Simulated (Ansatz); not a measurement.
# Ti23ZnO48: the cost of one run

Method: density functional theory in Ansatz 0.2.0, PAW datasets, plane waves.

### 1 The starting cell

72 atoms (23 Ti, 1 Zn, 48 O); a = 9.183 Å, b = 9.183 Å, c = 8.817 Å, α = 90.00°, β = 90.00°, γ = 90.00°. All atoms were shaken off their sites by about 0.02 Å along each axis. Defect site 1: (0.500, 0.500, 0.333).

Plan of the steps: (2) PBEsol relaxation at the single k point (¼, ¼, ¼), on 1 × NVIDIA H100 80GB HBM3 with 2 threads of AMD EPYC 7R13; (3) HSE06 single point at the single k point (¼, ¼, ¼), on 1 × NVIDIA H100 80GB HBM3 with 2 threads of AMD EPYC 7R13.

### 2 PBEsol relaxation in the fixed cell

Input file in.yaml:

```yaml
crystal:
  lattice:
    - [9.182828, 0.000000, 0.000000]
    - [0.000000, 9.182828, 0.000000]
    - [0.000000, 0.000000, 8.816612]
  atoms:
    - { symbol: Ti, position: [0.000535, 0.002457, 0.998741] }
    - { symbol: Ti, position: [0.995248, 0.002155, 0.335951] }
    - { symbol: Ti, position: [0.997805, 0.002209, 0.665237] }
    - { symbol: Ti, position: [0.002067, 0.499859, 0.999287] }
    - { symbol: Ti, position: [0.999679, 0.504408, 0.333774] }
    - { symbol: Ti, position: [0.002115, 0.502293, 0.669384] }
    - { symbol: Ti, position: [0.504196, 0.001874, 0.999021] }
    - { symbol: Ti, position: [0.500346, 0.001292, 0.333160] }
    - { symbol: Ti, position: [0.497097, 0.003453, 0.668267] }
    - { symbol: Ti, position: [0.497734, 0.501963, 0.001409] }
    - { symbol: Ti, position: [0.502480, 0.498023, 0.665030] }
    - { symbol: Ti, position: [0.247976, 0.252256, 0.161604] }
    - { symbol: Ti, position: [0.251130, 0.251233, 0.498387] }
    - { symbol: Ti, position: [0.248987, 0.246751, 0.831200] }
    - { symbol: Ti, position: [0.249384, 0.755856, 0.165776] }
    - { symbol: Ti, position: [0.251804, 0.749803, 0.499035] }
    - { symbol: Ti, position: [0.251357, 0.750881, 0.833798] }
    - { symbol: Ti, position: [0.745200, 0.249288, 0.166295] }
    - { symbol: Ti, position: [0.752797, 0.250166, 0.497979] }
    - { symbol: Ti, position: [0.750526, 0.248235, 0.834585] }
    - { symbol: Ti, position: [0.751751, 0.751039, 0.163452] }
    - { symbol: Ti, position: [0.747086, 0.750815, 0.494388] }
    - { symbol: Ti, position: [0.752230, 0.749936, 0.833665] }
    - { symbol: Zn, position: [0.502545, 0.502125, 0.333957] }
    - { symbol: O, position: [0.152126, 0.152970, 0.002303] }
    - { symbol: O, position: [0.148530, 0.151564, 0.332570] }
    - { symbol: O, position: [0.150498, 0.149340, 0.665977] }
    - { symbol: O, position: [0.150602, 0.649874, 0.002129] }
    - { symbol: O, position: [0.149748, 0.651260, 0.334410] }
    - { symbol: O, position: [0.152096, 0.656473, 0.662835] }
    - { symbol: O, position: [0.651130, 0.151811, 0.999743] }
    - { symbol: O, position: [0.650338, 0.152779, 0.334958] }
    - { symbol: O, position: [0.653782, 0.152156, 0.666995] }
    - { symbol: O, position: [0.650837, 0.653426, 0.999780] }
    - { symbol: O, position: [0.648979, 0.649377, 0.335857] }
    - { symbol: O, position: [0.651222, 0.648974, 0.665527] }
    - { symbol: O, position: [0.348717, 0.351554, 0.003454] }
    - { symbol: O, position: [0.348036, 0.347580, 0.337012] }
    - { symbol: O, position: [0.348510, 0.346463, 0.662328] }
    - { symbol: O, position: [0.347743, 0.847857, 0.998938] }
    - { symbol: O, position: [0.348941, 0.849314, 0.329557] }
    - { symbol: O, position: [0.341818, 0.843921, 0.665437] }
    - { symbol: O, position: [0.850723, 0.346669, 0.998886] }
    - { symbol: O, position: [0.848058, 0.348310, 0.335056] }
    - { symbol: O, position: [0.850980, 0.348587, 0.664950] }
    - { symbol: O, position: [0.849168, 0.845319, 0.999847] }
    - { symbol: O, position: [0.848929, 0.845424, 0.332902] }
    - { symbol: O, position: [0.849756, 0.849675, 0.668090] }
    - { symbol: O, position: [0.100546, 0.404803, 0.166864] }
    - { symbol: O, position: [0.097612, 0.399320, 0.501953] }
    - { symbol: O, position: [0.099153, 0.400752, 0.832252] }
    - { symbol: O, position: [0.097770, 0.901574, 0.158432] }
    - { symbol: O, position: [0.099991, 0.902590, 0.499019] }
    - { symbol: O, position: [0.099141, 0.900386, 0.833987] }
    - { symbol: O, position: [0.594678, 0.405138, 0.165785] }
    - { symbol: O, position: [0.597024, 0.401760, 0.497902] }
    - { symbol: O, position: [0.596345, 0.402533, 0.832867] }
    - { symbol: O, position: [0.597163, 0.900532, 0.166656] }
    - { symbol: O, position: [0.596497, 0.900698, 0.503812] }
    - { symbol: O, position: [0.593695, 0.903745, 0.833293] }
    - { symbol: O, position: [0.402746, 0.099996, 0.170103] }
    - { symbol: O, position: [0.402082, 0.098610, 0.497386] }
    - { symbol: O, position: [0.401288, 0.097529, 0.833727] }
    - { symbol: O, position: [0.403747, 0.597217, 0.167970] }
    - { symbol: O, position: [0.405667, 0.595216, 0.500678] }
    - { symbol: O, position: [0.407324, 0.595413, 0.833527] }
    - { symbol: O, position: [0.902663, 0.095229, 0.163725] }
    - { symbol: O, position: [0.905160, 0.102298, 0.502358] }
    - { symbol: O, position: [0.900719, 0.098397, 0.834045] }
    - { symbol: O, position: [0.903261, 0.597320, 0.167222] }
    - { symbol: O, position: [0.899174, 0.599218, 0.501585] }
    - { symbol: O, position: [0.904089, 0.597621, 0.834319] }
  symmetry: { detect: false }
kpoints:
  mp_grid: { grid: [1, 1, 1], shift: [0.25, 0.25, 0.25] }
hamiltonian:
  xc: pbesol
total_charge: -2
scf:
  occupations: { method: fermi_dirac, width: 0.01 }
relax:
  f_tol: 0.03
  max_steps: 80
  escape_saddle: false
  adjacent_minimum: "off"
output:
  forces: true
  eigenvalues: true
  populations: true
  charged_corrections: { epsilon: 100 }
  write_density: true
  write_potential: true
  elf: true
  volumetric_format: npy
```

On the command line:

```sh
$ ansatz run in.yaml --threads 2 --pin off --max-ram 30400MiB --runs-dir r --events-out ev --progress --plain --backend cuda --devices 0, --max-vram 18GiB
```

**Question.** How long does this run take on 1 × NVIDIA H100 80GB HBM3 with 2 threads of AMD EPYC 7R13, shared host, and how much memory does it need?

About 46 s, with a peak of 1.3 GiB on the host.
